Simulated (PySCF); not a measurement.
# H12N4Ru ([Ru(NH3)4]3+): the cost of one run

Programs: PySCF 2.14.0, with routines of our own; each step states its level. All values are computed. Atoms count from 0.

## 1. The starting structure

17 atoms, charge 3, states of the metal's open shell are computed; geometry from: model geometry, bond lengths from ionic radii.

## 2. Ligand-field states: state-averaged CASSCF

Job settings and geometry (Å):

```
{"job": {"kind": "lf", "basis": {"metal": "x2c-TZVPall", "ligand": "x2c-SVPall"}, "nevpt": true}, "charge": 3, "metal": "Ru", "open_shell": "d5"}
Ru     0.000000     0.000000     0.000000
N      1.148927     1.148927     1.148927
H      0.989572     0.989572     2.143720
H      2.143720     0.989572     0.989573
H      0.989572     2.143720     0.989573
N     -1.148927    -1.148927     1.148927
H     -0.989572    -0.989572     2.143720
H     -2.143720    -0.989572     0.989573
H     -0.989572    -2.143720     0.989573
N     -1.148927     1.148927    -1.148927
H     -0.989572     0.989572    -2.143720
H     -2.143720     0.989572    -0.989573
H     -0.989572     2.143720    -0.989573
N      1.148927    -1.148927    -1.148927
H      0.989572    -0.989572    -2.143720
H      2.143720    -0.989572    -0.989573
H      0.989572    -2.143720    -0.989573
```

Method: state-averaged CASSCF of the metal d shell, SC-NEVPT2 on the averaged canonical orbitals, state-interaction spin-orbit coupling.

The run is started by

```
> OMP_NUM_THREADS=1 python lf_run.py task.json out
```

The driver reads the jobs from task.json and runs them one after another.

Q: Estimate the wall time and peak memory of this first job on 1 thread of Intel Xeon Platinum 8488C, shared host.

About 21 s, with a peak of 0.45 GiB.
